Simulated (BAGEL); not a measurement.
# doublet AlHSBrCl+: levels of theory compared

Aim: a comparison of 4 runs (UHF/STO-3G, UHF/3-21G, ROHF/6-31G*, UHF/6-31G*) of doublet AlHSBrCl+. 

Program for the calculation: BAGEL 1.2.2.

2 further runs of the same task are left out: 2 for a known fault of the program. Runs told in other sessions of the task aren't counted.

### Step 1. The molecule

AlHSBrCl+ has 5 atoms, charge +1, and is taken as a doublet. As SMILES of the parent species, `[SH][Al]([Cl])[Br]`. The shape is that of a PBE0-D4/def2-TZVP optimisation. This is one conformer, not always the lowest. That shape belongs to the parent species and isn't relaxed for this state.

Bond lengths: S1–Al2 2.159 Å, Al2–Cl3 2.077 Å, Al2–Br4 2.238 Å, S1–H5 1.345 Å. Angles: S1–Al2–Cl3 118.6°, S1–Al2–Br4 121.4°, Cl3–Al2–Br4 120.1°, Al2–S1–H5 92.2°.

### Step 2. A single-point energy at UHF/STO-3G (density fitting with qzvpp-jkfit) (run 1)

File calc.json:

```json
{ "bagel": [

{
  "title": "molecule",
  "basis": "sto-3g",
  "df_basis": "qzvpp-jkfit",
  "angstrom": true,
  "geometry": [
    { "atom": "S", "xyz": [       0.103200,       1.673200,       0.404500 ] },
    { "atom": "Al", "xyz": [       0.228300,      -0.466900,       0.150900 ] },
    { "atom": "Cl", "xyz": [       1.513900,      -1.539900,       1.380300 ] },
    { "atom": "Br", "xyz": [      -0.990800,      -1.529400,      -1.395800 ] },
    { "atom": "H", "xyz": [      -0.804800,       1.789300,      -0.581400 ] }
  ]
},

{ "title": "uhf", "charge": 1, "nopen": 1 },

{ "title": "print", "file": "orbitals.molden", "orbitals": true }

]}
```

Command:

```
$ BAGEL_NUM_THREADS=1 BAGEL calc.json > calc.out
```

The log of the run:

```text
* using 1 threads per process

  ===============================================================
  ===============================================================

  *** Geometry ***

  { "atom" : "S", "xyz" : [      0.195020,      3.161890,      0.764394 ] },
  { "atom" : "Al", "xyz" : [      0.431424,     -0.882313,      0.285160 ] },
  { "atom" : "Cl", "xyz" : [      2.860856,     -2.909989,      2.608389 ] },
  { "atom" : "Br", "xyz" : [     -1.872341,     -2.890147,     -2.637680 ] },
  { "atom" : "H", "xyz" : [     -1.520852,      3.381287,     -1.098687 ] },

  Number of auxiliary basis functions:      668

  Since a DF basis is specified, we compute 2- and 3-index integrals:
    o Being stored without compression. Storage requirement is 0.011 GB

  Number of basis functions:       46
  Number of electrons      :       82

    * METHOD: MOLECULE                             0.31

  *** Open-shell HF ***

  === Nuclear Repulsion ===
   432.2763337786

      * DIIS with orbital gradients will be used.

  === UHF iteration (sto-3g) ===
      0      -3631.85826683          0.01997655           0.15
      1      -3631.98266689          0.00471346           0.15
      2      -3631.98822880          0.00122859           0.15
[... 9 lines of this table left out ...]
     12      -3631.98882549          0.00000000           0.15
    * SCF iteration converged.

    * S^2 (UHF) is 0.7558

    * Permanent dipole moment:
           (    0.291839,    -3.616701,    -0.338739) a.u.

    * METHOD: UHF                                  2.08

    * METHOD: PRINT                                0.00

  ===============================================================
```

It took 2.5 s on 1 thread of Arm Neoverse V2, shared host.

### Step 3. The energy at UHF/3-21G (density fitting with qzvpp-jkfit) (run 2)

File hf.json:

```json
{ "bagel": [

{
  "title": "molecule",
  "basis": "3-21g",
  "df_basis": "qzvpp-jkfit",
  "angstrom": "true",
  "geometry": [
    { "atom": "S", "xyz": [    0.103200,    1.673200,    0.404500 ] },
    { "atom": "Al", "xyz": [    0.228300,   -0.466900,    0.150900 ] },
    { "atom": "Cl", "xyz": [    1.513900,   -1.539900,    1.380300 ] },
    { "atom": "Br", "xyz": [   -0.990800,   -1.529400,   -1.395800 ] },
    { "atom": "H", "xyz": [   -0.804800,    1.789300,   -0.581400 ] }
  ]
},
{ "title": "uhf", "charge": 1, "nopen": 1 },
{ "title": "print", "file": "orbitals.molden", "orbitals": "true" }

]}
```

Command:

```
$ BAGEL_NUM_THREADS=1 BAGEL hf.json > hf.out
```

The log of the run:

```text
* using 1 threads per process

  ===============================================================
  ===============================================================

  *** Geometry ***

  { "atom" : "S", "xyz" : [      0.195020,      3.161890,      0.764394 ] },
  { "atom" : "Al", "xyz" : [      0.431424,     -0.882313,      0.285160 ] },
  { "atom" : "Cl", "xyz" : [      2.860856,     -2.909989,      2.608389 ] },
  { "atom" : "Br", "xyz" : [     -1.872341,     -2.890147,     -2.637680 ] },
  { "atom" : "H", "xyz" : [     -1.520852,      3.381287,     -1.098687 ] },

  Number of auxiliary basis functions:      668

  Since a DF basis is specified, we compute 2- and 3-index integrals:
    o Being stored without compression. Storage requirement is 0.021 GB

  Number of basis functions:       63
  Number of electrons      :       82

    * METHOD: MOLECULE                             0.32

  *** Open-shell HF ***

  === Nuclear Repulsion ===
   432.2763337786

      * DIIS with orbital gradients will be used.

  === UHF iteration (3-21g) ===
      0      -3653.76758884          0.02028286           0.22
      1      -3653.86549749          0.00770337           0.21
      2      -3653.87725972          0.00301306           0.21
[... 12 lines of this table left out ...]
     15      -3653.87971133          0.00000000           0.21
    * SCF iteration converged.

    * S^2 (UHF) is 0.7552

    * Permanent dipole moment:
           (    0.356808,    -3.247807,    -0.199098) a.u.

    * METHOD: UHF                                  3.59

    * METHOD: PRINT                                0.01

  ===============================================================
```

Run time: 4.2 s. Hardware: 1 thread of Arm Neoverse V2, shared host.

Run 3 isn't shown in full; the table further down has it.

### Step 4. The energy at UHF/6-31G(d) (density fitting with qzvpp-jkfit, spherical functions) (run 4)

File job.json:

```json
{ "bagel" : [

{
  "title" : "molecule",
  "basis" : "6-31gs.json",
  "df_basis" : "qzvpp-jkfit",
  "angstrom" : "true",
  "geometry" : [
    { "atom" : "S", "xyz" : [    0.103200,    1.673200,    0.404500 ] },
    { "atom" : "Al", "xyz" : [    0.228300,   -0.466900,    0.150900 ] },
    { "atom" : "Cl", "xyz" : [    1.513900,   -1.539900,    1.380300 ] },
    { "atom" : "Br", "xyz" : [   -0.990800,   -1.529400,   -1.395800 ] },
    { "atom" : "H", "xyz" : [   -0.804800,    1.789300,   -0.581400 ] }
  ]
},
{ "title" : "uhf", "charge" : 1, "nopen" : 1 },
{ "title" : "print", "file" : "orbitals.molden", "orbitals" : "true" }

]}
```

The basis set 6-31G* is read from a file made from the Basis Set Exchange's data (not shown).

Command:

```
$ BAGEL_NUM_THREADS=1 BAGEL job.json > job.out
```

The log of the run:

```text
* using 1 threads per process

  ===============================================================
  ===============================================================

  *** Geometry ***

  { "atom" : "S", "xyz" : [      0.195020,      3.161890,      0.764394 ] },
  { "atom" : "Al", "xyz" : [      0.431424,     -0.882313,      0.285160 ] },
  { "atom" : "Cl", "xyz" : [      2.860856,     -2.909989,      2.608389 ] },
  { "atom" : "Br", "xyz" : [     -1.872341,     -2.890147,     -2.637680 ] },
  { "atom" : "H", "xyz" : [     -1.520852,      3.381287,     -1.098687 ] },

  Number of auxiliary basis functions:      668

  Since a DF basis is specified, we compute 2- and 3-index integrals:
    o Being stored without compression. Storage requirement is 0.041 GB

  Number of basis functions:       88
  Number of electrons      :       82

    * METHOD: MOLECULE                             0.44

  *** Open-shell HF ***

  === Nuclear Repulsion ===
   432.2763337786

      * DIIS with orbital gradients will be used.

  === UHF iteration (6-31gs.json) ===
      0      -3671.30015029          0.01882036           0.32
      1      -3671.40473541          0.00809585           0.31
      2      -3671.41928643          0.00415317           0.31
[... 12 lines of this table left out ...]
     15      -3671.42286828          0.00000001           0.32
    * SCF iteration converged.

    * S^2 (UHF) is 0.7596

    * Permanent dipole moment:
           (    0.123272,    -3.347405,    -0.476423) a.u.

    * METHOD: UHF                                  5.32

    * METHOD: PRINT                                0.01

  ===============================================================
```

Wall time 6 s (1 thread of Arm Neoverse V2, shared host); peak memory 0.19 GiB.

### Step 5. The series

```tsv
run	level	energy (Eh)	⟨S²⟩	wall time
1	UHF/STO-3G (density fitting with qzvpp-jkfit)	-3631.988825	0.756	2.5 s
2	UHF/3-21G (density fitting with qzvpp-jkfit)	-3653.879711	0.755	4.2 s
3	ROHF/6-31G* (density fitting with qzvpp-jkfit, spherical functions)	-3671.418501	0.750	5.4 s
4	UHF/6-31G* (density fitting with qzvpp-jkfit, spherical functions)	-3671.422868	0.760	6 s
```

### Step 6. Summary of results

| quantity | value |
| --- | --- |
| run 4: total energy | -3671.42287 Eh |
| run 4: ⟨S²⟩ | 0.760 |

In words: In run 1 the basis is minimal, so the values are rough. All runs together took 18 s, the longest 6 s.
